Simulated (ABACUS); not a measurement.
Ba2Tl5V3O12:

```
Tl Ba V O
1.0
     8.15421    0.00000    0.00000
    -4.07711    7.06176    0.00000
     0.00000    0.00000    6.92128
Tl Ba V O
5 2 3 12
Direct
  0.50000 0.00000 0.50000
  0.00000 0.50000 0.50000
  0.50000 0.50000 0.50000
  0.33333 0.66667 0.22489
  0.66667 0.33333 0.77511
  0.00000 0.00000 0.23552
  0.00000 0.00000 0.76448
  0.50000 0.00000 0.00000
  0.00000 0.50000 0.00000
  0.50000 0.50000 0.00000
  0.33890 0.34334 0.81444
  0.65666 0.99556 0.81444
  0.00444 0.66110 0.81444
  0.34334 0.33890 0.18556
  0.99556 0.65666 0.18556
  0.66110 0.00444 0.18556
  0.66110 0.65666 0.18556
  0.34334 0.00444 0.18556
  0.99556 0.33890 0.18556
  0.65666 0.66110 0.81444
  0.00444 0.34334 0.81444
  0.33890 0.99556 0.81444
```

The cell was built by a generator and needn't be a form met in nature.

Base run:

* Program: ABACUS 3.10.1
* Functional: RPBE
* Potentials or basis: SG15 ONCV 1.2 PBE
* Cutoff: 1361 eV
* Density cutoff: 5442 eV
* Basis: DZP LCAO (the cutoffs set its grid)
* k mesh: 3 × 3 × 3
* Occupations: fermi-dirac, width 0.05 eV
* Spin: collinear spin, ferromagnetic start
* Starting moments: [0.0, 0.0, 0.0, 0.0, 0.0, 0.0, 0.0, 2.0, 2.0, 2.0, 0.0, 0.0, 0.0, 0.0, 0.0, 0.0, 0.0, 0.0, 0.0, 0.0, 0.0, 0.0] μB

Its results: band gap on the k mesh none (metal or under the smearing width); pressure 4.7 GPa; net moment 0.00 μB per cell; largest force 0.267 eV/Å.

Q: After a change of settings the same cell gave: band gap on the k mesh none (metal or under the smearing width); pressure -4.5 GPa; net moment 0.00 μB per cell; largest force 0.185 eV/Å. Which change was it?
A. functional from RPBE to r2SCAN
B. functional from RPBE to PBEsol
C. functional from RPBE to LDA
D. functional from RPBE to WC

A: C.

LDA binds more tightly than RPBE, so the same cell stands under less pressure.

Caveats: the atomic orbitals were generated for these runs and aren't a published set; the potentials were made for another functional, which shifts forces and pressure; the basis of atomic orbitals isn't converged, which shifts pressures, moduli and gaps; semilocal functionals often make such compounds metallic where correlation or magnetic order opens a gap, which also shifts bond lengths.
